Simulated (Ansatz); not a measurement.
**GeNH (triplet): wave-function methods side by side, cc-pVTZ**

The task here is to estimate one member of a computed series from the others.

Program: Ansatz 0.2.0, Gaussian basis. Level of theory: cc-pVTZ, core rule «outside noble gas», up to 15 orbitals frozen. These are calculated values, not measurements.

To be run: UHF; CCSD(T) on ROHF; CCSD(T) on UHF; BCCD(T) on ROHF; CCSDT(Q) on ROHF; CCSDT(Q) on UHF; CASSCF and MRCISD+Q, 10 electrons in 9 orbitals; CASSCF and NEVPT2, 10 electrons in 9 orbitals.

3 further runs of the same task are left out: 3 set aside as unsound or not needed.

## What is computed

The geometry is a PBE0/def2-TZVP stationary point (not a proven minimum). No spin-orbit coupling is included. The filled d shell of Ge may be among the frozen orbitals whatever the setting's name suggests; the logs give the count.

3 atoms, charge 0, spin multiplicity 3.

Atoms are counted from 1 here; the program's logs count them from 0.

Bond lengths: Ge1–N2 1.894 Å, Ge1–H3 1.601 Å. Angles: N2–Ge1–H3 92.9°.

Set-up of the first run:

File in.yaml:

```yaml
crystal:
  periodic: [false, false, false]
  atoms:
    - {symbol: Ge, position_ang: [0.000000, -0.029158, 0.300919]}
    - {symbol: N, position_ang: [0.000000, 0.038514, -1.592101]}
    - {symbol: H, position_ang: [0.000000, 1.566135, 0.437823]}
basis:
  gaussian: {orbitals: cc-pVTZ}
magnetization: {spin_polarized: true, initial_magnetization: 2}
hamiltonian: {xc: hf}
output: {orbitals: {seedname: orbitals}}
```

Started as:

```bash
$ ansatz run in.yaml --threads 1 --pin off --events-out ev --progress --plain --max-ram 4096MiB --backend cpu
```

Steps of the session up to this table: UHF; CCSD(T) on ROHF; CCSD(T) on UHF; BCCD(T) on ROHF; CCSDT(Q) on ROHF; CCSDT(Q) on UHF; CASSCF and MRCISD+Q, 10 electrons in 9 orbitals; CASSCF and NEVPT2, 10 electrons in 9 orbitals.

One of the session's tables, all rows but one given; the rest of the session is left out.

It belongs to the step «Misses and costs». 

```
          method  from UCCSDT(Q) (kJ/mol)
            ROHF                        ?
             UHF                   +695.9
            RMP2                   +124.0
            UMP2                   +124.8
           RCCSD                    +31.4
           UCCSD                    +30.8
        RCCSD(T)                     +6.0
        UCCSD(T)                     +5.9
         BCCD(T)                     +5.8
          RCCSDT                     +1.8
          UCCSDT                     +1.6
       RCCSDT(Q)                     +0.4
       UCCSDT(Q)                        0
  CASSCF valence                   +550.3
  NEVPT2 valence                   +108.5
  MRCISD valence                    +45.0
MRCISD+Q valence                     +8.0
```

Q: Estimate the row for ROHF from the others.

As computed: from UCCSDT(Q) (kJ/mol): +718.1. In the column «from UCCSDT(Q) (kJ/mol)» it is the highest.

Caveats from the session: Restricted and unrestricted rows rest on different reference determinants; where their highest levels disagree by more than a few hundredths of an eV, they describe different states and don't form one ladder.
